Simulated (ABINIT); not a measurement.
# PtSe (P-6m2) in ABINIT: reference runs

Reference runs on PtSe: the cell as given and a disturbed copy.

Everything below comes from runs of ABINIT 10.8.3 (patched build). Logs are shortened: lines on timing, memory, paths and dates and some standing lists are left out, and cuts for length are marked. The log counts tension as positive stress, the text compression.

### Step 1. The structure

It takes space group P-6m2 (No. 187, hexagonal). The conventional cell has a = 3.702 Å, b = 3.702 Å, c = 3.613 Å, α = 90.00°, β = 90.00°, γ = 120.00°. Pt (site symmetry -6m2) has 6 Se at 2.80 Å as nearest neighbours. Se (site symmetry -6m2) has 6 Pt at 2.80 Å as nearest neighbours.

The cell comes from a database or a generator and needn't be the stable form of this composition.

### Step 2. Single point, PBE

File run.abi:

```
pp_dirpath "./"
pseudos "Pt.GGA_PBE-JTH.xml, Se.GGA_PBE-JTH.xml"

structure "poscar:POSCAR"
natom 2

ecut 16.0
pawecutdg 32.0
pawxcdev 0

kptopt 1
ngkpt 8 8 7
nshiftk 1
shiftk 0.0 0.0 0.0

ixc 11

nband 12
occopt 3
tsmear 0.05 eV

nstep 100
tolvrs 1.0e-9

iomode 3
prtwf 0
prtden 0
prteig 0
prtebands 0
enunit 2
```

File POSCAR:

```
PtSe
1.0
    3.7018703300      0.0000000000      0.0000000000
   -1.8509351600      3.2059137500      0.0000000000
    0.0000000000      0.0000000000      3.6128420300
Pt Se
1 1
Direct
    0.0000000000      0.0000000000      0.0000000000  Pt
    0.6666666667      0.3333333333      0.5000000000  Se
```

Potentials or basis: JTH PAW PBE v2.0.

Started as:

```console
> abinit run.abi > log 2>&1
```

run.abo:

```text
.Version 10.8.3 of ABINIT
 Symmetries : space group P-6 m 2 (#187); Bravais hP (primitive hexag.)
================================================================================
 Values of the parameters that define the memory need of the present run
     intxc =       0    ionmov =       0      iscf =      17    lmnmax =      18
     lnmax =       6     mgfft =      27  mpssoang =       3    mqgrid =    3001
     natom =       2  nloc_mem =       2    nspden =       1   nspinor =       1
    nsppol =       1      nsym =      12    n1xccc =       1    ntypat =       2
    occopt =       3   xclevel =       2
       mpw =         900          nfft =       19683          nkpt =          40
 PAW method is used; the additional fine FFT grid is defined by:
   mgfftf=        36    nfftf =     46656
================================================================================
================================================================================

--------------------------------------------------------------------------------
------------- Echo of variables that govern the present computation ------------
--------------------------------------------------------------------------------
 -outvars: echo values of preprocessed input variables --------
            acell      1.0000000000E+00  1.0000000000E+00  1.0000000000E+00 Bohr
              amu      1.95080000E+02  7.89600000E+01
             ecut      1.60000000E+01 Hartree
           enunit           2
              ixc          11
         kptrlatt        8    0    0      0    8    0      0    0    7
          kptrlen      4.77909738E+01
            natom           2
            nband          12
            ngfft          27      27      27
          ngfftdg          36      36      36
             nkpt          40
            nstep         100
             nsym          12
           ntypat           2
           occopt           3
        pawecutdg      3.20000000E+01 Hartree
         pawxcdev           0
           prtden           0
        prtebands           0
           prteig           0
            prtwf           0
            rprim      6.9955210773E+00  0.0000000000E+00  0.0000000000E+00
                      -3.4977605292E+00  6.0582989708E+00  0.0000000000E+00
                       0.0000000000E+00  0.0000000000E+00  6.8272819729E+00
          spgroup         187
           tolvrs      1.00000000E-09
           tsmear      1.83746611E-03 Hartree
            typat      1  2
           useylm           1
           xangst      0.0000000000E+00  0.0000000000E+00  0.0000000000E+00
                       1.8509351667E+00  1.0686379167E+00  1.8064210150E+00
            xcart      0.0000000000E+00  0.0000000000E+00  0.0000000000E+00
                       3.4977605418E+00  2.0194329903E+00  3.4136409864E+00
             xred      0.0000000000E+00  0.0000000000E+00  0.0000000000E+00
                       6.6666666667E-01  3.3333333333E-01  5.0000000000E-01
            znucl       78.00000   34.00000

================================================================================

 chkinp: Checking input parameters for consistency.

================================================================================
== DATASET  1 ==================================================================

--- !DatasetInfo
iteration_state: {dtset: 1, }
dimensions: {natom: 2, nkpt: 40, mband: 12, nsppol: 1, nspinor: 1, nspden: 1, mpw: 900, }
cutoff_energies: {ecut:  16.0, pawecutdg:  32.0, }
electrons: {nelect:   1.60000000E+01, charge:   0.00000000E+00, occopt:   3.00000000E+00, tsmear:   1.83746611E-03, }
meta: {optdriver: 0, ionmov: 0, optcell: 0, iscf: 17, paral_kgb: 0, }
...

 Exchange-correlation functional for the present dataset will be:
  GGA: Perdew-Burke-Ernzerhof functional - ixc=11
  J.P.Perdew, K.Burke, M.Ernzerhof, PRL 77, 3865 (1996)

 Real(R)+Recip(G) space primitive vectors, cartesian coordinates (Bohr,Bohr^-1):
 R(1)=  6.9955211  0.0000000  0.0000000  G(1)=  0.1429486  0.0825314  0.0000000
 R(2)= -3.4977605  6.0582990  0.0000000  G(2)=  0.0000000  0.1650628  0.0000000
 R(3)=  0.0000000  0.0000000  6.8272820  G(3)=  0.0000000  0.0000000  0.1464712
 Unit cell volume ucvol=  2.8934675E+02 bohr^3
 Angles (23,13,12)=  9.00000000E+01  9.00000000E+01  1.20000000E+02 degrees

 Coarse grid specifications (used for wave-functions):

 getcut: wavevector=  0.0000  0.0000  0.0000  ngfft=  27  27  27
         ecut(hartree)=     16.000   => boxcut(ratio)=   2.06612

 Fine grid specifications (used for densities):

 getcut: wavevector=  0.0000  0.0000  0.0000  ngfft=  36  36  36
         ecut(hartree)=     32.000   => boxcut(ratio)=   2.02089

--- Pseudopotential description ------------------------------------------------
- pspini: atom type   1  psp file is ./Pt.GGA_PBE-JTH.xml
[... 46 lines left out ...]
  sigma(2 2)=  3.32975803E-04  sigma(3 1)=  0.00000000E+00
  sigma(3 3)=  4.97387443E-04  sigma(2 1)= -1.93230038E-11

--- !ResultsGS
iteration_state: {dtset: 1, }
comment   : Summary of ground state results
lattice_vectors:
- [  6.9955211,   0.0000000,   0.0000000, ]
- [ -3.4977605,   6.0582990,   0.0000000, ]
- [  0.0000000,   0.0000000,   6.8272820, ]
lattice_lengths: [   6.99552,    6.99552,    6.82728, ]
lattice_angles: [ 90.000,  90.000, 120.000, ] # degrees, (23, 13, 12)
lattice_volume:   2.8934675E+02
convergence: {deltae: -1.926E-12, res2:  4.294E-10, residm:  3.241E-05, diffor: null, }
etotal    :  -3.65774844E+01
entropy   :   0.00000000E+00
fermie    :   1.26988881E-01
cartesian_stress_tensor: # hartree/bohr^3
- [  3.32975824E-04,  -1.93230038E-11,   0.00000000E+00, ]
- [ -1.93230038E-11,   3.32975803E-04,   0.00000000E+00, ]
- [  0.00000000E+00,   0.00000000E+00,   4.97387443E-04, ]
pressure_GPa:  -1.1409E+01
xred      :
- [  0.0000E+00,   0.0000E+00,   0.0000E+00, Pt]
- [  6.6667E-01,   3.3333E-01,   5.0000E-01, Se]
cartesian_forces: # hartree/bohr
- [ -0.00000000E+00,   2.27561294E-26,  -0.00000000E+00, ]
- [ -0.00000000E+00,  -2.27561294E-26,  -0.00000000E+00, ]
force_length_stats: {min:   2.27561294E-26, max:   2.27561294E-26, mean:   2.27561294E-26, }
...

 Integrated electronic density in atomic spheres:
 ------------------------------------------------
 Atom  Sphere_radius  Integrated_density
    1        2.51622          8.34477051
    2        2.21132          3.75384876

================================================================================

 ----iterations are completed or convergence reached----

 Mean square residual over all n,k,spin=   28.379E-08; max=  32.410E-06
 reduced coordinates (array xred) for    2 atoms
       0.000000000000      0.000000000000      0.000000000000
       0.666666666667      0.333333333333      0.500000000000
 rms dE/dt=  1.1257E-25; max dE/dt=  0.0000E+00; dE/dt below (all hartree)
    1       0.000000000000     -0.000000000000      0.000000000000
    2       0.000000000000      0.000000000000      0.000000000000

 cartesian coordinates (angstrom) at end:
    1      0.00000000000000     0.00000000000000     0.00000000000000
    2      1.85093516666667     1.06863791666667     1.80642101500000

 cartesian forces (hartree/bohr) at end:
    1     -0.00000000000000     0.00000000000000    -0.00000000000000
    2     -0.00000000000000    -0.00000000000000    -0.00000000000000
 frms,max,avg= 1.3138257E-26 2.2756129E-26   0.000E+00  0.000E+00  0.000E+00 h/b

 cartesian forces (eV/Angstrom) at end:
    1     -0.00000000000000     0.00000000000000    -0.00000000000000
    2     -0.00000000000000    -0.00000000000000    -0.00000000000000
 frms,max,avg= 6.7559636E-25 1.1701672E-24   0.000E+00  0.000E+00  0.000E+00 e/A
 length scales=  1.000000000000  1.000000000000  1.000000000000 bohr
              =  0.529177210544  0.529177210544  0.529177210544 angstroms
 Fermi (or HOMO) energy (hartree) =   0.12699   Average Vxc (hartree)=  -0.38837
 Eigenvalues (hartree) for nkpt=  40  k points:
 kpt#   1, nband= 12, wtk=  0.00223, kpt=  0.0000  0.0000  0.0000 (reduced coord)
  -0.40440   -0.00358   -0.00358    0.00293    0.05295    0.05399    0.05399    0.12394
   0.14967    0.14967    0.40173    0.41470
      occupation numbers for kpt#   1
   2.00000    2.00000    2.00000    2.00000    2.00000    2.00000    2.00000    1.68043
   0.00001    0.00001    0.00000    0.00000
 prteigrs : prtvol=0 or 1, do not print more k-points.

 Fermi (or HOMO) energy (eV) =   3.45554   Average Vxc (eV)= -10.56821
 Eigenvalues (   eV  ) for nkpt=  40  k points:
 kpt#   1, nband= 12, wtk=  0.00223, kpt=  0.0000  0.0000  0.0000 (reduced coord)
 -11.00437   -0.09750   -0.09750    0.07981    1.44086    1.46918    1.46918    3.37255
   4.07276    4.07276   10.93151   11.28459
 prteigrs : prtvol=0 or 1, do not print more k-points.

--- !EnergyTerms
iteration_state     : {dtset: 1, }
comment             : Components of total free energy in Hartree
kinetic             :  1.14272077991533E+01
hartree             :  4.99332929814724E+00
xc                  : -9.07187558983517E+00
Ewald energy        : -3.58363820506830E+01
psp_core            :  3.48853799107994E+00
local_psp           : -1.74803956096743E+01
PAW spherical_terms :  5.90248915235965E+00
internal            : -3.65770890094523E+01
'-kT*entropy'       : -3.76646508941627E-04
total_energy        : -3.65774656559612E+01
total_energy_eV     : -9.95323545863466E+02
...

--- !EnergyTermsDC
iteration_state     : {dtset: 1, }
comment             : '"Double-counting" decomposition of free energy'
band_energy         : -4.39889393701907E-01
Ewald energy        : -3.58363820506830E+01
psp_core            :  3.48853799107994E+00
xc_dc               : -7.30581163666201E+00
PAW spherical_terms :  3.51643736167891E+00
internal            : -3.65771077282880E+01
'-kT*entropy'       : -3.76646508941627E-04
total_energy_dc     : -3.65774843747970E+01
total_energy_dc_eV  : -9.95324055228936E+02
...

--- !EnergyTermsWithPAWCore
iteration_state     : {dtset: 1, }
comment             : 'Components of total free energy, including PAW core contributions'
Total energy        : -2.08438088677826E+04
Total energy DC     : -2.08438088865015E+04
Total energy (eV)   : -5.67188933938637E+05
Total energy DC (eV): -5.67188934448003E+05
...

 Cartesian components of stress tensor (hartree/bohr^3)
  sigma(1 1)=  3.32975824E-04  sigma(3 2)=  0.00000000E+00
  sigma(2 2)=  3.32975803E-04  sigma(3 1)=  0.00000000E+00
  sigma(3 3)=  4.97387443E-04  sigma(2 1)= -1.93230038E-11

-Cartesian components of stress tensor (GPa)         [Pressure= -1.1409E+01 GPa]
- sigma(1 1)=  9.79648697E+00  sigma(3 2)=  0.00000000E+00
- sigma(2 2)=  9.79648636E+00  sigma(3 1)=  0.00000000E+00
- sigma(3 3)=  1.46336438E+01  sigma(2 1)= -5.68502399E-07

== END DATASET(S) ==============================================================
================================================================================

 -outvars: echo values of variables after computation  --------
            acell      1.0000000000E+00  1.0000000000E+00  1.0000000000E+00 Bohr
           etotal     -3.6577484375E+01
            fcart     -0.0000000000E+00  2.2756129417E-26 -0.0000000000E+00
                      -0.0000000000E+00 -2.2756129417E-26 -0.0000000000E+00
            rprim      6.9955210773E+00  0.0000000000E+00  0.0000000000E+00
                      -3.4977605292E+00  6.0582989708E+00  0.0000000000E+00
                       0.0000000000E+00  0.0000000000E+00  6.8272819729E+00
           strten      3.3297582423E-04  3.3297580333E-04  4.9738744304E-04
                       0.0000000000E+00  0.0000000000E+00 -1.9323003785E-11
           xangst      0.0000000000E+00  0.0000000000E+00  0.0000000000E+00
                       1.8509351667E+00  1.0686379167E+00  1.8064210150E+00
             xred      0.0000000000E+00  0.0000000000E+00  0.0000000000E+00
                       6.6666666667E-01  3.3333333333E-01  5.0000000000E-01
 Calculation completed.
```

It took 21 s on 1 thread of Arm Neoverse V1, shared host; peak memory 0.11 GiB.

What came out:

- Free energy: -995.3241 eV
- Pressure: -11.4 GPa
- Band gap on the k mesh: none (metal or under the smearing width)
- Valence electrons inside the program's atomic spheres: Pt 8.34; Se 3.75

### Step 3. Single point, PBE (atoms moved at random, drawn with an rms of 0.05 Å)

File run.abi:

```
# Pseudopotentials
pp_dirpath "./"
pseudos "Pt.GGA_PBE-JTH.xml, Se.GGA_PBE-JTH.xml"

# Structure
acell 3.70187033 3.7018703298 3.61284203 Angstrom
rprim
     1.0000000000     0.0000000000     0.0000000000
    -0.4999999987     0.8660254046     0.0000000000
     0.0000000000     0.0000000000     1.0000000000
ntypat 2
znucl 78 34
natom 2
typat 1 2
xred
     0.0090910000     0.0035250000    -0.0146420000
     0.6502770000     0.3291210000     0.5058320000
chkprim 0
chksymtnons 0
tolsym 1.0e-6

# Plane-wave basis
ecut 435.382180 eV
pawecutdg 32.0
pawxcdev 0

# k points
kptopt 1
ngkpt 8 8 7
nshiftk 1
shiftk 0.0 0.0 0.0

# Exchange and correlation
ixc 11

# Bands and occupations
nband 12
occopt 3
tsmear 0.00183747

# SCF cycle
nstep 100
tolvrs 1.0e-9

# Output
iomode 3
prtwf 0
prteig 0
prtebands 0
prtden 1
prtvha 1
prtvclmb 1
prtpot 1
```

Potentials or basis: JTH PAW PBE v2.0.

Started as:

```console
> abinit run.abi > log 2>&1
```

run.abo:

```text
.Version 10.8.3 of ABINIT
 Symmetries : space group P1 (#  1); Bravais aP (primitive triclinic)
================================================================================
 Values of the parameters that define the memory need of the present run
     intxc =       0    ionmov =       0      iscf =      17    lmnmax =      18
     lnmax =       6     mgfft =      27  mpssoang =       3    mqgrid =    3001
     natom =       2  nloc_mem =       2    nspden =       1   nspinor =       1
    nsppol =       1      nsym =       1    n1xccc =       1    ntypat =       2
    occopt =       3   xclevel =       2
       mpw =         900          nfft =       19683          nkpt =         226
 PAW method is used; the additional fine FFT grid is defined by:
   mgfftf=        36    nfftf =     46656
================================================================================
================================================================================

--------------------------------------------------------------------------------
[... 253 lines left out ...]
- sigma(2 2)=  9.27375024E+00  sigma(3 1)=  3.07797796E-01
- sigma(3 3)=  1.43199806E+01  sigma(2 1)=  1.01050750E+00

== END DATASET(S) ==============================================================
================================================================================

 -outvars: echo values of variables after computation  --------
            acell      6.9955210773E+00  6.9955210769E+00  6.8272819729E+00 Bohr
           etotal     -3.6578041202E+01
            fcart      3.6546101157E-03  1.4690499936E-03 -2.7785156698E-03
                      -3.6546101157E-03 -1.4690499936E-03  2.7785156698E-03
            rprim      1.0000000000E+00  0.0000000000E+00  0.0000000000E+00
                      -4.9999999870E-01  8.6602540460E-01  0.0000000000E+00
                       0.0000000000E+00  0.0000000000E+00  1.0000000000E+00
           strten      3.3196632391E-04  3.1520836398E-04  4.8672624796E-04
                       4.7477014500E-06  1.0461834428E-05  3.4346451718E-05
           xangst      2.7129156731E-02  1.1300845969E-02 -5.2899233003E-02
                       1.7980595018E+00  1.0551335394E+00  1.8274911097E+00
             xred      9.0910000000E-03  3.5250000000E-03 -1.4642000000E-02
                       6.5027700000E-01  3.2912100000E-01  5.0583200000E-01
 Calculation completed.
```

Run time: 96 s. Hardware: 1 thread of Arm Neoverse V1, shared host; peak memory 0.19 GiB.

What came out:

```yaml
Free_energy: -995.3392 eV
Pressure: -11.1 GPa
Largest_force: 0.248 eV/Å
Band_gap_on_the_k_mesh: none (metal or under the smearing width)
Valence_electrons_inside_the_program's_atomic_spheres: Pt 8.36; Se 3.75
```

Forces on the atoms (eV/Å):
```
Pt   0.188  0.076 -0.143
Se  -0.188 -0.076  0.143
```

Spin-orbit coupling is left out, which matters for the levels of Pt.
